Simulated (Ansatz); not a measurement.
# BW3: one candidate structure

Where does BW3 go from the start given, Cu3Au (L1_2) type (Pm-3m, No. 221)?

Program: Ansatz 0.2.0. Level of theory: DFT PBE, scalar-relativistic, plane waves, PAW. These are calculated values, not measurements.

**1. The starting structure**

Symmetry: Pm-3m, No. 221, cubic system. Conventional cell: a = 3.763 Å, b = 3.763 Å, c = 3.763 Å, α = 90.00°, β = 90.00°, γ = 90.00°. B (site symmetry m-3m) is surrounded by 12 W at 2.66 Å. Around W (site symmetry 4/mmm) lie 4 B at 2.66 Å and 8 W at 2.66 Å.

As a file:

```xyz
4
Lattice="3.7629 0.0000 0.0000 0.0000 3.7629 0.0000 0.0000 0.0000 3.7629" Properties=species:S:1:pos:R:3 pbc="T T T"
B     0.0000    0.0000    0.0000
W     0.0000    1.8815    1.8815
W     1.8815    0.0000    1.8815
W     1.8815    1.8815    0.0000
```

(A quick probe on a coarse mesh, which set the mesh and smearing, is not shown.)

**3. Coarse relaxation**

The input, input.yaml:

```yaml
crystal:
  lattice:
    - [3.7629304154, 0.0, 0.0]
    - [0.0, 3.7629304154, 0.0]
    - [0.0, 0.0, 3.7629304154]
  atoms:
    - { symbol: B, position: [0.0, 0.0, 0.0] }
    - { symbol: W, position: [0.0, 0.5, 0.5] }
    - { symbol: W, position: [0.5, 0.0, 0.5] }
    - { symbol: W, position: [0.5, 0.5, 0.0] }
basis:
  ecutwfc: 420
kpoints:
  mp_grid: { grid: [4, 4, 4] }
hamiltonian:
  xc: pbe
scf:
  occupations: { method: gaussian, width: 0.1 }
  lower_state_search: "off"
output:
  forces: true
  stress: true
  eigenvalues: true
relax:
  adjacent_minimum: "off"
  f_tol: 0.04
  max_steps: 70
  cell: { stress_tol: 0.4 }
```

Launch:

```console
$ ansatz run input.yaml --threads 1 --pin off --max-ram 2560MiB --backend cpu --events-out ev --progress --plain --runs-dir out
```

The session goes on with these runs: relaxing cell and atoms.

Q: Predict the outcome of this session.

**Answer**, as computed:

Formation energies count from the elements, computed with the same settings in runs not shown here.

```
                          quantity                                                                      value
                              cell  a = 3.827 Å, b = 3.827 Å, c = 3.827 Å, α = 90.00°, β = 90.00°, γ = 90.00°
                       space group                                                            Pm-3m (No. 221)
                            volume                                                              14.01 Å³/atom
                   gap on the mesh                                                               none (metal)
formation energy from the elements                                                             +0.601 eV/atom
```

The space group stayed Pm-3m, and from the first guess the volume went from 13.32 to 14.01 Å³/atom. The formation energy of +0.60 eV/atom is positive, so the elements lie lower than this structure; another structure of the compound can lie lower. The runs treat W without spin-orbit coupling.
